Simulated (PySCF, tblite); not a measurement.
# C₅H₁₁BCl₂Si: geometry, infrared bands and NMR shifts

Aim: predict the infrared bands and NMR shifts of C₅H₁₁BCl₂Si (`CB(C)[Si]1(C(Cl)Cl)CC1`).

Programs: tblite 0.8.0 and PySCF 2.14.0, with density-fitted response routines of our own. Each step states its level of theory. These are calculated values for one molecule in the gas phase, unless marked as measured. Atoms count from 0, in the outputs and in this text.

## 1. Starting geometry

20 atoms, charge 0, multiplicity 1; geometry from: force field or distance geometry start.

Bonds of the start (Å): C0–B1 1.59, B1–C2 1.62, B1–Si3 1.95, Si3–C4 1.86, C4–Cl5 1.76, C4–Cl6 1.80, Si3–C7 1.85, C7–C8 1.52, C8–Si3 1.85, C0–H9 1.12, C0–H10 1.13, C0–H11 1.10, C2–H12 1.10, C2–H13 1.10, C2–H14 1.12, C4–H15 1.12, C7–H16 1.12, C7–H17 1.10, C8–H18 1.10, C8–H19 1.12.

## 2. Relaxing the molecule with GFN2-xTB

The job: settings as JSON, then the geometry in Å.

```
{"job": {"kind": "relax", "xc": "GFN2-xTB", "basis": "xTB"}, "charge": 0, "multiplicity": 1}
C      1.619300     1.316100    -1.060800
B      1.214600    -0.019100    -0.300100
C      2.157400    -0.397600     0.964400
Si    -0.698700    -0.230000     0.009500
C     -1.506400     1.011900     1.138700
Cl    -0.667800     1.206300     2.678400
Cl    -1.496800     2.557000     0.217500
C     -1.428500    -1.918100    -0.184400
C     -1.742800    -0.963500    -1.326600
H      2.191700     1.944900    -0.333000
H      0.698300     1.887000    -1.374800
H      2.245600     1.106100    -1.945400
H      2.737800     0.475300     1.303800
H      2.778600    -1.272600     0.701400
H      1.509600    -0.683400     1.827400
H     -2.562200     0.710600     1.363400
H     -0.684600    -2.708000    -0.442900
H     -2.303700    -2.231100     0.411900
H     -1.245700    -1.119200    -2.293900
H     -2.820900    -0.662000    -1.357300
```

Command:

```console
$ OMP_NUM_THREADS=1 python probes_run.py task.json out
```

This one command runs all jobs of the session in turn.

**Question.** This job is followed by: GFN2-xTB harmonic vibrations, gas phase; GIAO PBE0/pcSseg-1 NMR shielding, non-relativistic, gas phase. Predict these results of the whole session: strongest single infrared mode (GFN2-xTB); zero-point energy (GFN2-xTB); 13C shifts against TMS (PBE0/pcSseg-1, means over atoms taken as alike); 1H shifts against TMS (PBE0/pcSseg-1, means over atoms taken as alike); 11B shifts against BF3·OEt2 (PBE0/pcSseg-1); 29Si shifts against TMS (PBE0/pcSseg-1); 35Cl shifts against HCl (PBE0/pcSseg-1, means over atoms taken as alike).

**Answer**, as computed:

| quantity | value |
| --- | --- |
| strongest single infrared mode (GFN2-xTB) | 775 cm⁻¹, 104 km/mol |
| zero-point energy (GFN2-xTB) | 93.3 kcal/mol |
| 13C shifts against TMS (PBE0/pcSseg-1, means over atoms taken as alike) | 77.4, 22.2, 11.2 ppm |
| 1H shifts against TMS (PBE0/pcSseg-1, means over atoms taken as alike) | 5.09, 1.62, 1.20, 1.16 ppm |
| 11B shifts against BF3·OEt2 (PBE0/pcSseg-1) | 108.6 ppm |
| 29Si shifts against TMS (PBE0/pcSseg-1) | -129.6 ppm |
| 35Cl shifts against HCl (PBE0/pcSseg-1, means over atoms taken as alike) | 254 ppm |

What this shows: Relaxing lowered the energy by 1.154 eV in 237 steps; the close pair that moved most is Si3–C4, from 1.863 to 1.939 Å. The lowest mode is imaginary (24i cm⁻¹), so the xTB geometry is not a minimum. The strongest single mode, at 775 cm⁻¹, is spread over many atoms; the largest shares are those of C4, Si3. GFN2-xTB is a fitted tight-binding method: band positions and strengths are rough. Its intensities can rank the bands wrongly. C4 stands next to heavy halogen, whose spin-orbit shielding this run leaves out, so the computed shift lies too far downfield, most of all for carbon beside Br or I. The most deshielded hydrogen is H15 (hydrogen on an sp3 CH bonded to 2 Cl and Si), at 5.09 ppm: its carbon carries Cl, hence the downfield position. At PBE0/pcSseg-1: The largest span, 636 ppm, is at Cl5, Cl6, where the paramagnetic term is -451 ppm.
